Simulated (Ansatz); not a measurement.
# C3H9Cl3InP: a ladder of functionals and wavefunction methods

One table from this session's results is given with a row withheld; the runs are named, their logs left out.

Computed with Ansatz 0.2.0, Gaussian basis. Level: functionals in def2-TZVPP, the program's frozen cores in correlated methods.

Plan: LDA (SPW92), PBE-D4, revPBE-D4, BLYP-D4, r2SCAN-D4, B97M-V, PBE0-D4, B3LYP-D4, r2SCANh-D4, r2SCAN0-D4, HSE06-D4, BHLYP-D4, CAM-B3LYP-D4, LC-ωPBE, ωB97X-V, ωB97M-V, B2PLYP, PBE-QIDH; CCSD(T)/def2-SVP; CCSD(T)/def2-TZVPP; MP2/def2-QZVPP; extrapolation to the limit; RPA on PBE.

### The relaxed structure

All runs share one geometry, relaxed beforehand with PBE0-D4 in a triple-zeta def2 set. In takes the def2 core potential; no spin-orbit term is included.

SMILES `C[P+](C)(C)[In-]([Cl])([Cl])[Cl]`, 17 atoms, charge 0, spin multiplicity 1.

Atoms are counted from 1 here; the program's logs count them from 0.

Bond lengths: C1–P2 1.808 Å, C1–H9 1.092 Å, C1–H10 1.091 Å, C1–H11 1.091 Å, P2–C3 1.808 Å, P2–C4 1.808 Å, P2–In5 2.583 Å, C3–H12 1.091 Å, C3–H13 1.092 Å, C3–H14 1.091 Å, C4–H15 1.091 Å, C4–H16 1.092 Å, C4–H17 1.091 Å, In5–Cl6 2.346 Å, In5–Cl7 2.346 Å, In5–Cl8 2.346 Å. Angles: P2–C1–H9 111.3°, P2–C1–H10 108.9°, P2–C1–H11 108.9°, H9–C1–H10 109.6°, H9–C1–H11 109.6°, H10–C1–H11 108.3°, C1–P2–C3 106.7°, C1–P2–C4 106.7°, C1–P2–In5 112.2°, C3–P2–C4 106.7°, C3–P2–In5 112.1°, C4–P2–In5 112.2°, P2–C3–H12 109.0°, P2–C3–H13 111.3°, P2–C3–H14 108.9°, H12–C3–H13 109.6°, H12–C3–H14 108.3°, H13–C3–H14 109.6° and more.

The first run:

in.yaml

```yaml
crystal:
  periodic: [false, false, false]
  atoms:
    - {symbol: C, position_ang: [1.072196, 1.036156, -1.122450]}
    - {symbol: P, position_ang: [0.082472, -0.070512, -0.089797]}
    - {symbol: C, position_ang: [1.245522, -1.157303, 0.768575]}
    - {symbol: C, position_ang: [-0.870193, -1.116768, -1.216019]}
    - {symbol: In, position_ang: [-1.431905, 1.224928, 1.553067]}
    - {symbol: Cl, position_ang: [0.161236, 2.398779, 2.813727]}
    - {symbol: Cl, position_ang: [-2.729515, 2.498497, 0.070147]}
    - {symbol: Cl, position_ang: [-2.530308, -0.537395, 2.645283]}
    - {symbol: H, position_ang: [1.707623, 0.474700, -1.810714]}
    - {symbol: H, position_ang: [0.402220, 1.685586, -1.688628]}
    - {symbol: H, position_ang: [1.692573, 1.661683, -0.478209]}
    - {symbol: H, position_ang: [0.683495, -1.867839, 1.377232]}
    - {symbol: H, position_ang: [1.878000, -1.699203, 0.062130]}
    - {symbol: H, position_ang: [1.868953, -0.555419, 1.432146]}
    - {symbol: H, position_ang: [-1.454335, -1.828284, -0.629672]}
    - {symbol: H, position_ang: [-0.216708, -1.657314, -1.904193]}
    - {symbol: H, position_ang: [-1.561337, -0.490280, -1.782623]}
basis:
  gaussian: {orbitals: def2-TZVPP}
hamiltonian: {xc: lda}
output: {orbitals: {seedname: orbitals}}
```

The run is started by

```sh
> ansatz run in.yaml --threads 4 --pin off --events-out ev --progress --plain --max-ram 46080MiB --backend cuda --devices 0, --max-vram 37GiB
```

Among the steps run: LDA; PBE-D4 (GGA); revPBE-D4 (GGA); BLYP-D4 (GGA); r2SCAN-D4 (meta-GGA); B97M-V (meta-GGA); PBE0-D4 (hybrid); B3LYP-D4 (hybrid); r2SCANh-D4 (hybrid); r2SCAN0-D4 (hybrid); HSE06-D4 (hybrid); BHLYP-D4 (hybrid); CAM-B3LYP-D4 (range-separated); LC-ωPBE (range-separated); ωB97X-V (range-separated); ωB97M-V (range-separated); B2PLYP (double hybrid); PBE-QIDH (double hybrid).

One table of the session follows, with a row left open; its other results are not shown here.

It belongs to the step «Orbital energies across the functionals». 

```
  functional  HOMO (eV)  gap (eV)
 LDA (SPW92)      -6.89      4.47
      PBE-D4      -6.76      4.68
   revPBE-D4      -6.71      4.75
     BLYP-D4      -6.61      4.59
   r2SCAN-D4      -7.07      5.23
      B97M-V      -7.15      5.35
     PBE0-D4      -8.01      6.83
    B3LYP-D4      -7.78      6.30
  r2SCANh-D4      -7.52      6.01
  r2SCAN0-D4      -8.20      7.17
    HSE06-D4      -7.61      6.07
    BHLYP-D4      -9.13      8.90
CAM-B3LYP-D4      -9.29      9.09
     LC-ωPBE          ?         ?
     ωB97X-V     -10.27     11.18
     ωB97M-V     -10.10     10.83
```

Q: Estimate the row for LC-ωPBE from the others.

**Answer.** HOMO (eV): -10.61; gap (eV): 11.66. In the column «HOMO (eV)» it is the lowest.
